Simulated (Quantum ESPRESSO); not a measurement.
A run of Quantum ESPRESSO 7.5:

pw.in

```
&CONTROL
  calculation = 'scf'
  prefix = 'pwscf'
  outdir = './tmp'
  pseudo_dir = './pseudo'
  tprnfor = .true.
  tstress = .true.
  disk_io = 'low'
/
&SYSTEM
  ibrav = 0
  nat = 3
  ntyp = 2
  ecutwfc = 60
  ecutrho = 440
  nbnd = 19
  occupations = 'smearing'
  smearing = 'fd'
  degauss = 0.00367493
/
&ELECTRONS
  conv_thr = 6d-10
  electron_maxstep = 120
  mixing_beta = 0.5
/
ATOMIC_SPECIES
Ag   107.8682 Ag_ONCV_PBE-1.0.oncvpsp.upf
B     10.8100 b_pbe_v1.4.uspp.F.UPF
CELL_PARAMETERS angstrom
   3.0000000000    0.0000000000    0.0000000000
  -1.5000000000    2.5980762114    0.0000000000
   0.0000000000    0.0000000000    3.2400000000
ATOMIC_POSITIONS crystal
Ag     0.0000000000    0.0000000000    0.0000000000
B      0.6666666667    0.3333333333    0.5000000000
B      0.3333333333    0.6666666667    0.5000000000
K_POINTS automatic
10 10 8 0 0 0
```

The input pp_density.in:

```
&INPUTPP
  prefix = 'pwscf'
  outdir = './tmp'
  filplot = 'density.dat'
  plot_num = 0
/
&PLOT
  nfile = 1
  filepp(1) = 'density.dat'
  iflag = 3
  output_format = 6
  fileout = 'density.cube'
/
```

pp_potential.in

```
&INPUTPP
  prefix = 'pwscf'
  outdir = './tmp'
  filplot = 'potential.dat'
  plot_num = 11
/
&PLOT
  nfile = 1
  filepp(1) = 'potential.dat'
  iflag = 3
  output_format = 6
  fileout = 'potential.cube'
/
```

Potentials or basis: SSSP 1.3 efficiency PBE.

Command:

```sh
$ OMP_NUM_THREADS=1 pw.x -in pw.in > pw.out
$ OMP_NUM_THREADS=1 pp.x -in pp_density.in > pp_density.out
$ OMP_NUM_THREADS=1 pp.x -in pp_potential.in > pp_potential.out
```

Hardware: 1 thread of Arm Neoverse V1 (shared host).

Question: Estimate the wall time of this run.

Answer: Run time: 24 s on 1 thread of Arm Neoverse V1, on a shared host, peak memory 0.09 GiB. Counts: scf iterations 9, bands 19, k points 70, g dense 26447.
